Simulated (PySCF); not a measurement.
# [Pb(NC)]+: forces at shaken geometries

How stiff is [Pb(NC)]+? Its atoms are displaced at random by several amounts. It is a constructed species; whether it can be made isn't addressed.

Method: r2SCAN, Pb def2-SVP with ECP60, N def2-SVP, C def2-SVP; scalar-relativistic core potentials, no spin–orbit coupling; program: PySCF 2.14.0.

4 further runs of the same task are left out: 2 for a known fault of the program, 1 that didn't finish, 1 set aside as unsound or not needed.

## (1) The system as given

3 atoms, charge 1, spin multiplicity 1.

Bond lengths: Pb1–N2 2.124 Å, N2–C3 1.202 Å. Angles: Pb1–N2–C3 180.0°.

Coordinates:

```
Pb    0.0000    0.0000   -0.1975
N     0.0000    0.0000    1.9267
C     0.0000    0.0000    3.1285
```

Formal oxidation states: Pb +2. An earlier session relaxed this geometry at r2SCAN, Pb def2-SVP with ECP60, N def2-SVP, C def2-SVP (singlet, point group C∞v).

Its energy there is -285.371249 Eh.

## (2) Atoms moved at random, σ = 0.1 Å

run.py (the lines that set the calculation) reads:

```python
mol = gto.M(atom='''
Pb    -0.02306     0.02524    -0.13908
N      0.02188    -0.00726     1.84493
C      0.00117    -0.01798     3.15194''',
    basis={'Pb': 'def2-SVP', 'N': 'def2-SVP', 'C': 'def2-SVP'},
    ecp={'Pb': 'def2-SVP'},
    charge=1, spin=0)
mf = dft.RKS(mol, xc='R2SCAN')
mf.grids.atom_grid = (50, 194)
mf = mf.density_fit()  # fitting sets: Pb def2-universal-JKFIT, N def2-universal-JKFIT, C def2-universal-JKFIT
mf.conv_tol = 1e-08; mf.max_cycle = 55
mf.kernel(dm0)  # dm0: the density of the relaxed state
```

The run is started by

```sh
> OMP_NUM_THREADS=2 python run.py
```

## (3) Atoms moved at random, σ = 0.03 Å

Edit run.py (the lines that set the calculation) of step 2 so:

```diff
@@ -1,5 +1,5 @@
 mol = gto.M(atom='''
-Pb    -0.02306     0.02524    -0.13908
-N      0.02188    -0.00726     1.84493
-C      0.00117    -0.01798     3.15194''',
+Pb    -0.02869    -0.04745    -0.22937
+N      0.01039     0.04807     1.94403
+C      0.01830    -0.00061     3.14312''',
     basis={'Pb': 'def2-SVP', 'N': 'def2-SVP', 'C': 'def2-SVP'},
```

## (4) Atoms moved at random, σ = 0.03 Å

Edit run.py (the lines that set the calculation) of step 3 so:

```diff
@@ -1,5 +1,5 @@
 mol = gto.M(atom='''
-Pb    -0.02869    -0.04745    -0.22937
-N      0.01039     0.04807     1.94403
-C      0.01830    -0.00061     3.14312''',
+Pb     0.03174    -0.01752    -0.17091
+N     -0.01610    -0.01750     1.92639
+C     -0.01564     0.03501     3.10230''',
     basis={'Pb': 'def2-SVP', 'N': 'def2-SVP', 'C': 'def2-SVP'},
```

**Question.** What will these runs give? Wanted: for each run, σ; energy rise; harmonic estimate −½ F·u; largest force component.

As calculated:

| σ (Å) | energy rise (eV) | harmonic estimate −½ F·u (eV) | largest force component (eV/Å) |
| --- | --- | --- | --- |
| 0.1 | 0.612 | 0.585 | 10.11 |
| 0.03 | 0.022 | 0.022 | 0.90 |
| 0.03 | 0.038 | 0.038 | 2.60 |

Every displacement raises the energy. For a harmonic well the rise equals −½ F·u; the two differ by at most 4 % here (a move with σ = 0.1 Å), from anharmonicity, the grid and the small forces left at the relaxed point. These are double-zeta-type bases without diffuse functions. Spin–orbit coupling is left out.
